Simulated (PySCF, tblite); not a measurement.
# C₄H₁₃FOSi₃: geometry, infrared bands and NMR shifts

What infrared bands and NMR shifts should C₄H₁₃FOSi₃ (`FC/C=C/[SiH2][C@H]([SiH3])O[SiH3]`) show?

The runs use tblite 0.8.0 and PySCF 2.14.0, with density-fitted response routines of our own; the level of theory stands in each step. All values are computed, except where a source is named. Atoms count from 0, in the outputs and in this text.

**1. Starting geometry**

22 atoms, charge 0, multiplicity 1; geometry from: force field or distance geometry start.

Bonds of the start (Å): F0–C1 1.40, C1–C2 1.48, C2–C3 1.37, C3–Si4 1.84, Si4–C5 1.83, C5–Si6 1.83, C5–O7 1.39, O7–Si8 1.73, C1–H9 1.08, C1–H10 1.13, C2–H11 1.08, C3–H12 1.07, Si4–H13 1.46, Si4–H14 1.50, C5–H15 1.14, Si6–H16 1.47, Si6–H17 1.48, Si6–H18 1.49, Si8–H19 1.45, Si8–H20 1.49, Si8–H21 1.46.

**2. Relaxing the molecule with GFN2-xTB**

What the job is given:

```
{"job": {"kind": "relax", "xc": "GFN2-xTB", "basis": "xTB"}, "charge": 0, "multiplicity": 1}
F      4.516700    -1.371300     0.469700
C      4.052000    -0.119400     0.065600
C      2.718100     0.121500     0.656200
C      1.631800     0.358600    -0.137300
Si     0.044100     0.638700     0.739600
C     -1.440300    -0.113900    -0.032000
Si    -1.331200    -1.888600    -0.485000
O     -1.894300     0.634500    -1.118000
Si    -3.462500     1.252100    -0.726200
H      4.130700     0.069700    -0.992200
H      4.731700     0.601900     0.609500
H      2.626800     0.113600     1.737300
H      1.752900     0.351800    -1.196400
H      0.106000     0.296100     2.158000
H     -0.166400     2.123600     0.698700
H     -2.272900    -0.029800     0.739100
H     -0.857200    -2.104600    -1.861300
H     -0.640300    -2.743600     0.499700
H     -2.735900    -2.395200    -0.480800
H     -4.430600     0.264500    -1.155600
H     -3.460000     1.397300     0.753000
H     -3.629800     2.561800    -1.343100
```

Launch:

```bash
OMP_NUM_THREADS=1 python probes_run.py task.json out
```

The driver reads the jobs from task.json and runs them one after another.

**Question.** This job is followed by: GFN2-xTB harmonic vibrations, gas phase; GIAO PBE0/pcSseg-1 NMR shielding, non-relativistic, gas phase. What will the session give for the following? strongest single infrared mode (GFN2-xTB); zero-point energy (GFN2-xTB); 13C shifts against TMS (PBE0/pcSseg-1); 1H shifts against TMS (PBE0/pcSseg-1, means over atoms taken as alike); 19F shifts against CFCl3 (PBE0/pcSseg-1); 29Si shifts against TMS (PBE0/pcSseg-1); 17O shifts against H2O (PBE0/pcSseg-1); surface potential, 1st and 99th percentile.

As calculated:

| quantity | value |
| --- | --- |
| strongest single infrared mode (GFN2-xTB) | 2214 cm⁻¹, 486 km/mol |
| zero-point energy (GFN2-xTB) | 91.7 kcal/mol |
| 13C shifts against TMS (PBE0/pcSseg-1) | 157.6, 129.6, 89.7, 55.6 ppm |
| 1H shifts against TMS (PBE0/pcSseg-1, means over atoms taken as alike) | 6.84, 6.38, 5.55, 5.20, 4.89, 4.68, 4.41, 3.99, 3.67 ppm |
| 19F shifts against CFCl3 (PBE0/pcSseg-1) | -245.6 ppm |
| 29Si shifts against TMS (PBE0/pcSseg-1) | -37.9, -42.7, -74.9 ppm |
| 17O shifts against H2O (PBE0/pcSseg-1) | -17.6 ppm |
| surface potential, 1st and 99th percentile | -1.07 V and 1.18 V |

In words: Relaxing lowered the energy by 1.157 eV in 230 steps; the close pair that moved most is O7–Si8, from 1.730 to 1.614 Å. No mode is imaginary among the 60: a minimum at this level. The strongest single mode, at 2214 cm⁻¹, moves mainly H14. GFN2-xTB is a fitted tight-binding method: band positions and strengths are rough. Its intensities can rank the bands wrongly. By nearest atom (PBE0/pcSseg-1), the HOMO sits on O7 32 %; C5 21 % and the LUMO on C2, C3 about 26 % each; H11, H12 about 6 % each.
